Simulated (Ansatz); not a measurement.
# BaHf3H2: the cost of one run

Program: Ansatz 0.2.0. Level of theory: DFT PBE, scalar-relativistic, plane waves, PAW. These are calculated values, not measurements.

1 further run of the same task is left out (it didn't finish).

## 1. The structure to begin with

Symmetry: P4/mmm, No. 123, tetragonal system. The conventional cell has a = 4.793 Å, b = 4.793 Å, c = 7.671 Å, α = 90.00°, β = 90.00°, γ = 90.00°. Ba (site symmetry 4/mmm) has 6 Hf at 3.39 to 3.84 Å in its first shell of neighbours. Around Hf (site symmetry 4/mmm) lie 4 Ba at 3.39 Å and 2 Hf at 3.84 Å. Hf (site symmetry 4/mmm) is surrounded by 4 H at 2.40 Å. H (site symmetry mmm) has 4 Hf at 2.40 Å in its first shell of neighbours.

Coordinates:

```cif
data_structure
_symmetry_space_group_name_H-M 'P4/mmm'
_symmetry_Int_Tables_number 123
_cell_length_a 4.7935
_cell_length_b 4.7935
_cell_length_c 7.6714
_cell_angle_alpha 90.000
_cell_angle_beta 90.000
_cell_angle_gamma 90.000
_cell_volume 176.27
loop_
_atom_site_label
_atom_site_type_symbol
_atom_site_symmetry_multiplicity
_atom_site_Wyckoff_symbol
_atom_site_fract_x
_atom_site_fract_y
_atom_site_fract_z
_atom_site_occupancy
Ba1 Ba 1 c 0.50000 0.50000 0.00000 1
Hf1 Hf 1 a 0.00000 0.00000 0.00000 1
Hf2 Hf 1 d 0.50000 0.50000 0.50000 1
Hf3 Hf 1 b 0.00000 0.00000 0.50000 1
H1 H 2 e 0.50000 0.00000 0.50000 1
```

A structure generator made this guess: random cell by space group and Wyckoff sites (P4/mmm, No. 123). Lengths come from tabulated atomic sizes and are only a guess.

## 2. A first look at the guess

File input.yaml:

```yaml
crystal:
  lattice:
    - [4.79349181, 0.0, 0.0]
    - [0.0, 4.79349181, 0.0]
    - [0.0, 0.0, 7.67138523]
  atoms:
    - { symbol: Ba, position: [0.5, 0.5, 0.0] }
    - { symbol: Hf, position: [0.0, 0.0, 0.0] }
    - { symbol: Hf, position: [0.5, 0.5, 0.5] }
    - { symbol: Hf, position: [0.0, 0.0, 0.5] }
    - { symbol: H, position: [0.5, 0.0, 0.5] }
    - { symbol: H, position: [0.0, 0.5, 0.5] }
basis:
  ecutwfc: 420
kpoints:
  mp_grid: { grid: [4, 4, 2] }
hamiltonian:
  xc: pbe
scf:
  occupations: { method: gaussian, width: 0.1 }
  lower_state_search: "off"
output:
  forces: true
  stress: true
  eigenvalues: true
```

Launch:

```sh
$ ansatz run input.yaml --threads 1 --pin off --max-ram 2560MiB --backend cpu --events-out ev --progress --plain --runs-dir out
```

Q: Estimate wall time and peak memory on 1 thread of Intel Xeon Platinum 8259CL at 2.50GHz (Skylake/Cascade Lake), shared host.

About 8.7 s, with a peak of 0.49 GiB.
